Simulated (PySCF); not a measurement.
# [Dy(S2)]+: other functionals and bases at one geometry

An exercise on one series of results from a longer session: the logs are not shown, and one member is left open.

The runs use PySCF 2.14.0; several levels, as the steps say, no spin–orbit coupling.

2 further runs of the same task are left out: 2 for a known fault of the program.

### Starting geometry

3 atoms, charge 1, spin multiplicity 1.

Bond lengths: Dy1–S2 2.413 Å, Dy1–S3 2.413 Å, S2–S3 2.153 Å. Angles: S2–Dy1–S3 53.0°, Dy1–S2–S3 63.5°, Dy1–S3–S2 63.5°.

Geometry (Å):

```
Dy    0.0000    0.0000   -0.4748
S     1.0766    0.0000    1.6847
S    -1.0766    0.0000    1.6847
```

Formal oxidation states: Dy +3. Each metal's 9 4f electrons lie in its core potential, so multiplicities, spins and levels count the valence alone. An earlier session relaxed this geometry at PBE0, Dy lcecp-1-SVP with ECP55, S def2-SVP (singlet, point group C2v).

At PBE0 on the finer grid: E = -832.738318 Eh, HOMO -10.91 eV, LUMO -7.62 eV, Mulliken charge on Dy1 +1.16 e, largest force component 0.002 eV/Å. 

Levels to run: M06-L; HF; BP86; TPSS; PBE0, TZVP. Hardware: 2 threads of Arm Neoverse V1, shared host.

Set-up of the first run:

File run.py (the lines that set the calculation):

```python
mol = gto.M(atom='''
Dy     0.00000     0.00000    -0.47481
S      1.07663     0.00000     1.68470
S     -1.07663     0.00000     1.68470''',
    basis={'Dy': 'lcecp-1-SVP', 'S': 'def2-SVP'},
    ecp={'Dy': 'lcecp-1-SVP'},
    charge=1, spin=0)
mf = dft.RKS(mol, xc='M06L')
mf.grids.atom_grid = (75, 302)  # f atoms: unpruned, at least (60, 302)
mf = mf.density_fit()  # fitting sets: Dy AutoAux, S def2-universal-JKFIT
mf.conv_tol = 1e-08; mf.max_cycle = 55
mf.kernel(dm0)  # dm0: the density of the relaxed state
```

Launch:

```bash
> OMP_NUM_THREADS=2 python run.py
```

Among the steps run: M06-L; HF; BP86; TPSS; PBE0, TZVP.

One of the session's tables, all rows but one given; the rest of the session is left out.

```
              level  HOMO (eV)  gap (eV)  charge on Dy1 (e)  dipole (D)  largest force component (eV/Å)
PBE0 (relaxed here)     -10.91      3.30               1.16        7.52                            0.00
              M06-L          ?         ?                  ?           ?                               ?
                 HF     -12.89      7.43               1.39        9.67                            0.55
               BP86     -10.08      1.81               1.06        6.66                            0.51
               TPSS     -10.01      1.90               1.15        7.17                            0.61
         PBE0, TZVP     -10.78      3.26               1.40        7.37                            0.53
```

**Question.** Estimate the row for M06-L.

As computed: HOMO (eV): -9.99; gap (eV): 2.57; charge on Dy1 (e): 1.29; dipole (D): 7.79; largest force component (eV/Å): 0.38. In the column «HOMO (eV)» it is the highest.

The dipole of a charged species depends on the origin, so these sizes hold for this origin alone.

In one basis the HOMO–LUMO gap runs from 1.81 eV (BP86) to 7.43 eV (HF). The largest leftover force, 0.61 eV/Å with TPSS, stands at a geometry relaxed at another level. With 4f in the core, its levels are missing from HOMO and gap, and its count is fixed, so no charge can pass from the ligands into it. Total energies of different levels can't be compared.
